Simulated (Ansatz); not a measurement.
**Magnesium, fcc under r²SCAN: ground state and equation of state**

The plan for magnesium in the fcc structure: relax it, solve it on a dense k-mesh, switch on spin-orbit coupling, then scale the cell to 7 volumes from 88 to 112 % of the relaxed one and try a fit of the equation of state. The k-meshes are 12×12×12 for the relaxation; 20×20×20 for the dense run; 12×12×12 for spin-orbit coupling; 14×14×14 for the volumes.

This is Mg in the fcc structure; at room conditions it is hcp.

Computed with Ansatz 0.2.0 (DFT r2SCAN, plane waves (500 eV) with PAW, scalar-relativistic; the PAW data stem from PBE, with regenerated cores, unless a step says otherwise).

## (1) The starting structure

It takes space group Fm-3m (No. 225, cubic). The conventional cell has a = 4.530 Å, b = 4.530 Å, c = 4.530 Å, α = 90.00°, β = 90.00°, γ = 90.00°. Mg (site symmetry m-3m) has 12 Mg at 3.20 Å as nearest neighbours.

Structure file:

```
CELL_PARAMETERS angstrom
0.00000 2.26490 2.26490
2.26490 0.00000 2.26490
2.26490 2.26490 0.00000
ATOMIC_POSITIONS crystal
Mg 0.00000 0.00000 0.00000
```

## (2) Relaxing cell and atoms

input.yaml reads:

```yaml
crystal:
  lattice:
    - [0.0, 2.2649029606, 2.2649029606]
    - [2.2649029606, 0.0, 2.2649029606]
    - [2.2649029606, 2.2649029606, 0.0]
  atoms:
    - { symbol: Mg, position: [0.0, 0.0, 0.0] }
hamiltonian:
  xc: r2scan
  pseudopotentials:
    kind: paw
    azcp:
      Mg: "pseudopotentials/Mg.paw.azcp"
basis:
  ecutwfc: 500
  fft_grid_basis: typed
kpoints:
  mp_grid: { grid: [12, 12, 12], shift: [0, 0, 0] }
magnetization:
  spin_polarized: false
scf:
  occupations: { method: fermi_dirac, width: 0.1 }
relax:
  max_steps: 60
  f_tol: 0.01
  cell: {}
```

Launch:

```bash
> ansatz run input.yaml --threads 1 --pin off --max-ram 3584MiB --backend cpu --events-out ev --progress --plain --runs-dir out
```

After this run come: Dense single point; With spin-orbit coupling; The cell scaled to 88 % of its volume; The cell scaled to 92 % of its volume; The cell scaled to 96 % of its volume; The cell scaled to 100 % of its volume; The cell scaled to 104 % of its volume; The cell scaled to 108 % of its volume; The cell scaled to 112 % of its volume.

Q: Predict the outcome of this session. Wanted: space group; conventional cell; volume; shortest distance; gap on the mesh; relative to hcp; V₀, B₀, B₀′.

The runs gave:

```
                      quantity                         value
space group (spins left aside)               Fm-3m (No. 225)
             conventional cell                   a = 4.495 Å
                        volume                22.712 Å³/atom
             shortest distance                       3.179 Å
               gap on the mesh  none (levels filled in part)
               relative to hcp                  +17 meV/atom
                   V₀, B₀, B₀′   22.774 Å³/atom, 39 GPa, 3.8
```

**Reading.** The relaxation shrank the cell by 2.3 % in volume. Against the reference form of magnesium (hcp, computed apart with the same settings) it stands 17 meV/atom higher. Levels at the Fermi energy are filled in part, as in a metal. The total energy of the spin-orbit run (on a coarser mesh) lies +80 meV/atom from the scalar one; mesh and treatment of the core enter this figure, so it is no spin-orbit energy. B₀ comes out at 39 GPa. Relaxation kept the symmetry; phonons were not checked.
